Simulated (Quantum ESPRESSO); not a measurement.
**HfIn4SiO6: band structure with PBEsol**

The system is HfIn4SiO6.

```
Hf In Si O
1.0
     5.27743    0.00000    0.00000
    -2.63872    4.57039    0.00000
     0.00000    0.00000   10.55905
Hf In Si O
1 4 1 6
Direct
  0.66667 0.33333 0.00000
  0.00000 0.00000 0.30446
  0.00000 0.00000 0.69554
  0.33333 0.66667 0.78919
  0.33333 0.66667 0.21081
  0.00000 0.00000 0.00000
  0.97300 0.70496 0.89972
  0.29504 0.02700 0.10028
  0.29504 0.26804 0.89972
  0.73196 0.70496 0.10028
  0.73196 0.02700 0.89972
  0.97300 0.26804 0.10028
```

The cell was built by a generator and needn't be a form met in nature.

- Program: Quantum ESPRESSO 7.5
- Task: band structure
- Functional: PBEsol
- Potentials or basis: SG15 PBE 1.2
- Cutoff: 1197 eV
- Density cutoff: 4789 eV
- k mesh: 4 × 4 × 2
- Occupations: fermi-dirac, width 0.05 eV
- Spin: no spin polarisation
- Mixing beta: 0.5
- Most SCF iterations: 120
- SCF threshold: 2.4e-09 Ry

The pressure is -2.5 GPa and the largest force is 0.267 eV/Å. The band gap on the k mesh is 0.31 eV, indirect (least direct gap 1.64 eV). The band gap along the path is 0.05 eV, indirect (least direct gap 1.49 eV).

Forces in eV/Å, atoms in the order of the input:
```
Hf   0.000  0.000  0.000
In   0.000  0.000 -0.267
In   0.000  0.000  0.267
In   0.000  0.000  0.241
In   0.000  0.000 -0.241
Si   0.000  0.000  0.000
O   -0.005 -0.179  0.029
O    0.152  0.094 -0.029
O    0.157  0.085  0.029
O    0.005 -0.179 -0.029
O   -0.152  0.094  0.028
O   -0.157  0.085 -0.028
```

Stress tensor (GPa, compression positive):
```
-2.58  0.00  0.00
 0.00 -2.58  0.00
 0.00  0.00 -2.21
```

Levels at the corners of the path, in eV from the valence-band top:
```
point  band 56  band 57  band 58  band 59  band 60  band 61  band 62  band 63
    Γ    -2.90    -2.44    -0.93     0.00     1.64     1.77     1.77     1.95
    M    -2.98    -2.50    -2.09    -1.76     1.03     1.03     1.44     2.05
    K    -2.95    -2.57    -2.27    -1.79     0.05     0.57     2.15     2.37
    Γ    -2.90    -2.44    -0.93     0.00     1.64     1.77     1.77     1.95
    A    -2.90    -2.90    -0.36    -0.34     1.66     1.66     2.08     2.08
    L    -2.90    -2.89    -2.06    -1.90     0.85     1.33     1.48     2.04
    H    -2.79    -2.71    -2.63    -1.73     0.10     0.51     2.24     2.55
    A    -2.90    -2.90    -0.36    -0.34     1.66     1.66     2.08     2.08
    L    -2.90    -2.89    -2.06    -1.90     0.85     1.33     1.48     2.04
    M    -2.98    -2.50    -2.09    -1.76     1.03     1.03     1.44     2.05
    K    -2.95    -2.57    -2.27    -1.79     0.05     0.57     2.15     2.37
    H    -2.79    -2.71    -2.63    -1.73     0.10     0.51     2.24     2.55
```

It took 14 min on 4 MPI ranks on Intel(R) Xeon(R) Platinum 8488C (Sapphire Rapids) (shared host), peak memory 2.7 GiB a rank.

Caveat: the potentials were made for another functional, which shifts forces and pressure; spin-orbit coupling is left out, which moves the levels of the heavy elements; the mesh misses the band edges, which the band path finds closer together. Expect the measured gap to be larger: semilocal functionals such as PBEsol lack the derivative discontinuity.
